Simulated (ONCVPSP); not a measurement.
# An ONCV potential for Sn, from input to tests

Task: generate the file, and judge it by its errors in other configurations, its logarithmic derivatives, its ghosts and its cutoff.

Method: ONCVPSP 4.0.1.1 (patched build), PBE, scalar-relativistic.

## Step 1: The atom and the settings

The settings as typed:

- element: tin (Sn, Z = 50)
- type: optimised norm-conserving Vanderbilt (ONCV)
- frozen core: [Kr]
- valence charge: 14
- reference configuration: 4d10 5s2 5p1 (charge +1)
- partial waves: 5s: rc 2.00 bohr, ncon 4, nbas 9, qcut 3.4 1/bohr, 2 projectors, debl 0.7 Ha; 5p: rc 2.60 bohr, ncon 4, nbas 7, qcut 3.6 1/bohr, 2 projectors, debl 2.3 Ha; 4d: rc 1.35 bohr, ncon 3, nbas 7, qcut 10.4 1/bohr, 2 projectors, debl 1.8 Ha
- local potential: polynomial inside 1.05 bohr (lpopt 5, dvloc0 6 Ha)
- core correction: Teter function fitted to the true core (icmod 2), fcfact 0.3

## Step 2: The generation run

Contents of Sn.dat:

```
# ATOM AND REFERENCE CONFIGURATION
# atsym  z   nc   nv     iexc    psfile
  Sn 50.00    8    3        4      upf
#
#   n    l    f
    1    0    2.00
    2    0    2.00
    2    1    6.00
    3    0    2.00
    3    1    6.00
    3    2   10.00
    4    0    2.00
    4    1    6.00
    4    2   10.00
    5    0    2.00
    5    1    1.00
#
# PSEUDOPOTENTIAL AND OPTIMIZATION
# lmax
    2
#
#   l,   rc,      ep,       ncon, nbas, qcut
    0    2.00    0.00    4    9    3.40
    1    2.60    0.00    4    7    3.60
    2    1.35    0.00    3    7   10.40
#
# LOCAL POTENTIAL
# lloc, lpopt,  rc(5),   dvloc0
    4    5    1.05    6.00
#
# VANDERBILT-KLEINMAN-BYLANDER PROJECTORs
# l, nproj, debl
    0    2    0.70
    1    2    2.30
    2    2    1.80
#
# MODEL CORE CHARGE
# icmod, fcfact, rcfact
    2    0.30    1.05
#
# LOG DERIVATIVE ANALYSIS
# epsh1, epsh2, depsh
   -3.00    5.00    0.02
#
# OUTPUT GRID
# rlmax, drl
    6.00    0.01
#
# TEST CONFIGURATIONS
# ncnf
    4
# nvcnf
#   n    l    f
    3
    4    2   10.00
    5    0    2.00
    5    1    2.00
#
    3
    4    2   10.00
    5    0    2.00
    5    1    0.00
#
    3
    4    2   10.00
    5    0    1.00
    5    1    0.00
#
    3
    4    2   10.00
    5    0    1.00
    5    1    2.00
#
```

The run is started by

```sh
$ oncvpsp.x < Sn.dat > Sn.out
```

Output in Sn.out (without the consistency checks and plot data):

```text
ONCVPSP  (Optimized Norm-Conservinng Vanderbilt PSeudopotential)
scalar-relativistic version 4.0.1.1, modified

#   n    l    f        energy (Ha)
    1    0    2.00    -1.0665507E+03
    2    0    2.00    -1.6126054E+02
    2    1    6.00    -1.4479126E+02
    3    0    2.00    -3.1356500E+01
    3    1    6.00    -2.5974974E+01
    3    2   10.00    -1.7692133E+01
    4    0    2.00    -5.2154619E+00
    4    1    6.00    -3.5900451E+00
    4    2   10.00    -1.2423470E+00
    5    0    2.00    -6.5457098E-01
    5    1    1.00    -3.7688501E-01

Reference configufation results
  iterations    25
  all-electron total energy (Ha)   -6.17694963D+03

Begin loop to  construct optimized pseudo wave functions
and semi-local pseudopoentials for all angular momenta

   Wellstate for l =  0  n =  6
     eigenvalue =   0.0454
     asymptotic potential =   0.5454
     half-point radius =  5.4081

Calculating optimized projector #   1

 for l=   0

    Fraction of norm inside rc  0.384716
    Optimizing pswf for qcut=   3.40 a_B^-1,  ecut=   5.79 Ha
    Residual kinetic energy error=  1.38D-03 Ha

    Energy error per electron        Cutoff
         Ha          eV             Ha
         0.01000     0.27211        4.15
         0.00100     0.02721        6.14
         0.00010     0.00272       33.54
         0.00001     0.00027       57.25

Calculating optimized projector #   2

 for l=   0

    Fraction of norm inside rc  0.125142
    Optimizing pswf for qcut=   3.40 a_B^-1,  ecut=   5.79 Ha
    Residual kinetic energy error=  1.13D-03 Ha

    Energy error per electron        Cutoff
         Ha          eV             Ha
         0.01000     0.27211        3.95
         0.00100     0.02721        5.95
         0.00010     0.00272       31.56
         0.00001     0.00027       74.47

   Wellstate for l =  1  n =  7
     eigenvalue =   1.9231
     asymptotic potential =   2.4231
     half-point radius =  4.1485

Calculating optimized projector #   1

 for l=   1

    Fraction of norm inside rc  0.439868
    Optimizing pswf for qcut=   3.59 a_B^-1,  ecut=   6.46 Ha
    Residual kinetic energy error=  1.66D-04 Ha

    Energy error per electron        Cutoff
         Ha          eV             Ha
         0.01000     0.27211        1.66
         0.00100     0.02721        4.91
         0.00010     0.00272        7.86
         0.00001     0.00027       19.65

Calculating optimized projector #   2

 for l=   1

    Fraction of norm inside rc  0.166747
    Optimizing pswf for qcut=   3.59 a_B^-1,  ecut=   6.46 Ha
    Residual kinetic energy error=  6.40D-03 Ha

    Energy error per electron        Cutoff
         Ha          eV             Ha
         0.01000     0.27211        6.16
         0.00100     0.02721       10.26
         0.00010     0.00272       24.78
         0.00001     0.00027       29.04

   Wellstate for l =  2  n =  5
     eigenvalue =   0.5577
     asymptotic potential =   1.0577
     half-point radius =  2.7391

Calculating optimized projector #   1

 for l=   2

    Fraction of norm inside rc  0.756484
    Optimizing pswf for qcut=  10.41 a_B^-1,  ecut=  54.18 Ha
    Residual kinetic energy error=  1.89D-06 Ha

    Energy error per electron        Cutoff
         Ha          eV             Ha
         0.01000     0.27211       32.30
         0.00100     0.02721       39.90
         0.00010     0.00272       45.80
         0.00001     0.00027       50.69

Calculating optimized projector #   2

 for l=   2

    Fraction of norm inside rc  0.087989
    Optimizing pswf for qcut=  10.41 a_B^-1,  ecut=  54.18 Ha
    Residual kinetic energy error=  1.19D-06 Ha

    Energy error per electron        Cutoff
         Ha          eV             Ha
         0.01000     0.27211       28.40
         0.00100     0.02721       37.36
         0.00010     0.00272       44.26
         0.00001     0.00027       49.80

Construct Vanderbilt / Kleinmman-Bylander projectors

B matrix Hermiticity error, ll=   0
   1   2    3.8363E-05

  Orthonormal projector coefficients  8.0047E+00  1.2700E+00

B matrix Hermiticity error, ll=   1
   1   2   -1.1193E-04

  Orthonormal projector coefficients  6.1613E+00  6.3293E-01

B matrix Hermiticity error, ll=   2
   1   2    2.8010E-04

  Orthonormal projector coefficients -2.4652E+00 -4.6367E-01

Model core correction analysis
  based on d2Exc/dn_idn_j

d2excae - all-electron derivatives

   -2.249171D-02   -7.089230D-03   -3.691497D-03
   -7.088532D-03   -2.956228D-02   -2.645337D-02
   -3.690637D-03   -2.645170D-02   -3.028926D-02

d2excps - pseudofunction derivatives with no core correction

   -3.549444D-02   -8.257510D-03   -4.157026D-03
   -8.256567D-03   -3.077286D-02   -2.712898D-02
   -4.156084D-03   -2.712756D-02   -3.066498D-02

rms 2nd derivative error    4.406481E-03

amplitude prefactor, scale prefactor
    1.9924    1.6248

d2excps - pseudofunction derivatives with core correction

   -2.603178D-02   -7.557537D-03   -3.906438D-03
   -7.556909D-03   -2.981272D-02   -2.663288D-02
   -3.905579D-03   -2.663091D-02   -3.037862D-02

rms 2nd derivative error    1.210982E-03

Pseudoatom total energy  -68.409091

Diagnostic tests using Vanderbilt-Kleinman-Bylander pseudopotentials
  1 or more projectors used as specified by nproj input data

   l    rcore       rmatch      e in        delta e   norm test  slope test

   0   2.0066824   2.0676097  -0.6545710  -0.0000019   1.0000425   1.0000797
   0   2.0066824   2.0676097   0.0454290   0.0000018   1.0001373   1.0001373

   1   2.6108974   2.6901699  -0.3768850  -0.0000005   1.0000144   1.0000245
   1   2.6108974   2.6901699   1.9231150   0.0000290   0.9999272   0.9999272

   2   1.3521097   1.3931627  -1.2423470  -0.0000533   1.0001649   1.0001542
   2   1.3521097   1.3931627   0.5576530  -0.0000417   1.0003963   1.0003963

 Testing for bound ghosts
   n   l    E NL Schr. Eq   E Basis Diag.   E Cutoff

       0                       -4.119127     86.18  WARNING - GHOST(-)
   1   0       -0.654573       -0.652911     86.18

   2   1       -0.376886       -0.375894     32.44

   3   2       -1.242400       -1.241787    141.45

 Testing for highly-localized positive-energy ghosts
       l    <radius>/rc     E Basis Diag.   E Cutoff

       1        0.238810        1.597601     32.44  WARNING - GHOST(+)

Test configuration 0

   n   l     f        eae           eps        diff
   1   0  2.0000-1066.55068153
   2   0  2.0000 -161.26053810
   2   1  6.0000 -144.79125816
   3   0  2.0000  -31.35649982
   3   1  6.0000  -25.97497354
   3   2 10.0000  -17.69213282
   4   0  2.0000   -5.21546190
   4   1  6.0000   -3.59004514
   4   2 10.0000   -1.24234697   -1.24240030   -5.33D-05
   5   0  2.0000   -0.65457098   -0.65457286   -1.88D-06
   5   1  1.0000   -0.37688501   -0.37688554   -5.30D-07

    Total energies and differences
      AE_ref= -6.17694963D+03  AE_tst= -6.17694963D+03  dif=  0.00D+00
      PS_ref= -6.84090914D+01  PS_tst= -6.84090914D+01  dif= -4.26D-14
      PSP excitation error=  4.26D-14

Test configuration 1

   n   l     f        eae           eps        diff
   1   0  2.0000-1066.25467375
   2   0  2.0000 -160.96597558
   2   1  6.0000 -144.49652697
   3   0  2.0000  -31.06233310
   3   1  6.0000  -25.68079503
   3   2 10.0000  -17.39799707
   4   0  2.0000   -4.92185075
   4   1  6.0000   -3.29642165
   4   2 10.0000   -0.94956597   -0.95088924   -1.32D-03
   5   0  2.0000   -0.38767815   -0.38767533    2.82D-06
   5   1  2.0000   -0.13576403   -0.13577298   -8.96D-06

    Total energies and differences
      AE_ref= -6.17694963D+03  AE_tst= -6.17720227D+03  dif= -2.53D-01
      PS_ref= -6.84090914D+01  PS_tst= -6.86617942D+01  dif= -2.53D-01
      PSP excitation error=  6.06D-05

Test configuration 2

   n   l     f        eae           eps        diff
   1   0  2.0000-1066.90399174
   2   0  2.0000 -161.61071842
   2   1  6.0000 -145.14177741
   3   0  2.0000  -31.70583312
   3   1  6.0000  -26.32432809
   3   2 10.0000  -18.04140377
   4   0  2.0000   -5.56333951
   4   1  6.0000   -3.93780369
   4   2 10.0000   -1.58788824   -1.58577351    2.11D-03
   5   0  2.0000   -0.95884427   -0.95894634   -1.02D-04

    Total energies and differences
      AE_ref= -6.17694963D+03  AE_tst= -6.17643687D+03  dif=  5.13D-01
      PS_ref= -6.84090914D+01  PS_tst= -6.78961818D+01  dif=  5.13D-01
      PSP excitation error= -1.48D-04

Test configuration 3

   n   l     f        eae           eps        diff
   1   0  2.0000-1067.35626714
   2   0  2.0000 -162.05694049
   2   1  6.0000 -145.58836272
   3   0  2.0000  -32.15155356
   3   1  6.0000  -26.77004380
   3   2 10.0000  -18.48691268
   4   0  2.0000   -6.00630796
   4   1  6.0000   -4.38002415
   4   2 10.0000   -2.02354475   -2.01877522    4.77D-03
   5   0  1.0000   -1.32156155   -1.32205644   -4.95D-04

    Total energies and differences
      AE_ref= -6.17694963D+03  AE_tst= -6.17529867D+03  dif=  1.65D+00
      PS_ref= -6.84090914D+01  PS_tst= -6.67574965D+01  dif=  1.65D+00
      PSP excitation error= -6.32D-04

Test configuration 4

   n   l     f        eae           eps        diff
   1   0  2.0000-1066.60795705
   2   0  2.0000 -161.31655524
   2   1  6.0000 -144.84717792
   3   0  2.0000  -31.41328554
   3   1  6.0000  -26.03173126
   3   2 10.0000  -17.74879221
   4   0  2.0000   -5.27239825
   4   1  6.0000   -3.64673914
   4   2 10.0000   -1.29656301   -1.29659628   -3.33D-05
   5   0  1.0000   -0.68727307   -0.68734099   -6.79D-05
   5   1  2.0000   -0.40279625   -0.40281671   -2.05D-05

    Total energies and differences
      AE_ref= -6.17694963D+03  AE_tst= -6.17666852D+03  dif=  2.81D-01
      PS_ref= -6.84090914D+01  PS_tst= -6.81279302D+01  dif=  2.81D-01
      PSP excitation error= -4.95D-05
```

Wall time 5.6 s (1 thread of Neoverse-N1, shared host).

Partial waves on a coarse radial grid (AE all-electron, PS pseudo):

```tsv
r (bohr)	5p AE	5p PS
0.130	0.0043	0.0028
0.260	0.1787	0.0113
0.390	0.0074	0.0262
0.520	-0.1950	0.0481
0.650	-0.2856	0.0776
0.780	-0.2640	0.1144
0.910	-0.1712	0.1581
1.040	-0.0456	0.2077
1.170	0.0868	0.2621
1.300	0.2116	0.3199
1.430	0.3217	0.3795
1.560	0.4146	0.4388
1.690	0.4900	0.4953
1.820	0.5489	0.5461
1.950	0.5929	0.5885
2.080	0.6237	0.6206
2.210	0.6430	0.6416
2.340	0.6525	0.6522
2.470	0.6538	0.6538
2.600	0.6481	0.6481
2.730	0.6368	0.6368
2.860	0.6210	0.6210
2.990	0.6016	0.6016
3.120	0.5796	0.5796
3.250	0.5556	0.5556
3.380	0.5304	0.5304
```

Densities times 4π (e/bohr³); a dash where the program caps the true core:

```tsv
r (bohr)	pseudo valence	true core	model core
0.130	0.1859	–	27.3
0.390	7.88	–	22.27
0.650	18.01	33.66	14.7
0.910	13.43	13.18	7.7
1.170	6.318	3.726	3.093
1.430	2.821	0.8919	0.8912
1.690	1.383	0.2014	0.1596
1.950	0.7599	0.04474	0.0114
2.210	0.4505	0.009934	4.171e-05
2.470	0.2778	0.002218	0.0005592
2.730	0.1742	0.0004981	8.924e-05
2.990	0.1098	0.0001125	7.692e-06
3.250	0.06929	2.555e-05	2.442e-05
```

## Step 3: The configuration tests of the same run

Excitation and ionisation energies from 4d10 5s2 5p1, with the error of the potential.

```csv
valence configuration,charge,ΔE all-electron (eV),error AE − PS (meV)
4d10 5s2 5p2,0,-6.875,+1.6
4d10 5s2 5p0,+2,13.953,-4.0
4d10 5s1 5p0,+3,44.925,-17
4d10 5s1 5p2,+1,7.649,-1.3
```

## Step 4: Scattering by logarithmic derivatives

Taken from the files of the generation run. The phase is arctan(r·R′/R) of the radial function R, unwrapped, with energies in Ha. A pole is an energy at which the radial function vanishes at the test radius. The pseudo phase is shifted by a multiple of π to meet the all-electron one at the reference energy. Levels narrower than the energy grid can be missing from the poles. The last column is the largest difference on the grid between −0.5 and +0.5 Ha.

| channel | radius (bohr) | reference (Ha) | poles AE | poles PS | window around the reference with phases within 0.05 rad (Ha) | largest difference near zero (rad) |
| --- | --- | --- | --- | --- | --- | --- |
| s | 2.03 | -0.65 | 1.40 | 1.39 | below 3.0 | 0.000 |
| p | 2.64 | -0.38 | 0.58, 4.77 | 0.57, 1.60, 4.77 | below 1.6 | 0.001 |
| d | 1.37 | -1.24 | 0.20 | 0.20 | the whole range | 0.000 |

Phases (rad) along the scan:

```tsv
E (Ha)	p AE	p PS	s AE	s PS
-2.98	1.361	1.358	1.226	1.224
-2.54	1.331	1.329	1.156	1.155
-2.10	1.286	1.285	1.038	1.037
-1.66	1.210	1.208	0.801	0.800
-1.22	1.041	1.039	0.230	0.230
-0.78	0.420	0.417	-0.656	-0.656
-0.34	-0.997	-0.997	-1.132	-1.132
0.10	-1.411	-1.411	-1.337	-1.337
0.54	-1.561	-1.563	-1.447	-1.447
0.98	-1.665	-1.668	-1.518	-1.519
1.42	-1.791	-1.798	-1.573	-1.574
1.86	-2.091	-5.232	-1.620	-1.623
2.30	-3.517	-6.642	-1.667	-1.677
2.74	-4.347	-7.481	-1.721	-1.747
3.18	-4.529	-7.666	-1.794	-1.877
3.62	-4.609	-7.747	-1.915	-2.325
4.06	-4.657	-7.797	-2.174	-4.028
4.50	-4.693	-7.834	-2.928	-4.495
4.94	-4.724	-7.867	-3.932	-4.630
```

## Step 5: Plane-wave cutoff and ghosts

Read off the output, the cutoffs (Ha) at which the residual kinetic energy of the hardest occupied pseudo-wave falls to 1 and 0.1 mHa per electron: 40 Ha and 46 Ha.

The program's own ghost test: GHOST(-) flagged for s at -112.1 eV; GHOST(+) flagged for p at 43.5 eV.

Cutoff (Ha) at which the first wave of each channel reaches a given error (Ha per electron):

```tsv
error	s	p	d
1.0e-02	4.1	1.7	32.3
3.2e-03	5.1	3.7	36.5
1.0e-03	6.1	4.9	39.9
3.2e-04	12.5	5.9	42.9
1.0e-04	33.5	7.9	45.8
3.2e-05	52.1	16.5	48.2
1.0e-05	57.3	19.6	50.7
```

## Step 6: Results

| quantity | value |
| --- | --- |
| cutoffs for 1 and 0.1 mHa per electron, occupied waves | 40 Ha and 46 Ha |
| bound ghosts | s at -112.09 eV |
| GHOST(+) flags | p at 43 eV |
| largest test error (AE − PS) | -17 meV, for 4d10 5s1 5p0 |
| largest phase difference near zero energy, channels read | 0.001 rad |
| rms error of d²Exc/dn², without and with the model core | 4.41 and 1.21 mHa |

What this shows: It has a bound ghost (s), a state that the atom doesn't have, and that rules the file out. The worst unpolarised test, 4d10 5s1 5p0, is off by 17 meV on 44.9 eV; by total energies transferability rates as good. Atomic tests can pass in spite of a ghost, since they solve only for the levels asked. It counts as hard, with 40 Ha needed at the looser tolerance. At the looser tolerance the 4d wave is the slowest; 5s needs 6 Ha. Near zero energy the phases of the channels with partial waves agree within 0.001 rad. The program also flags highly localised states, GHOST(+) (p). These are tests on the free atom; a crystal test is still owed.
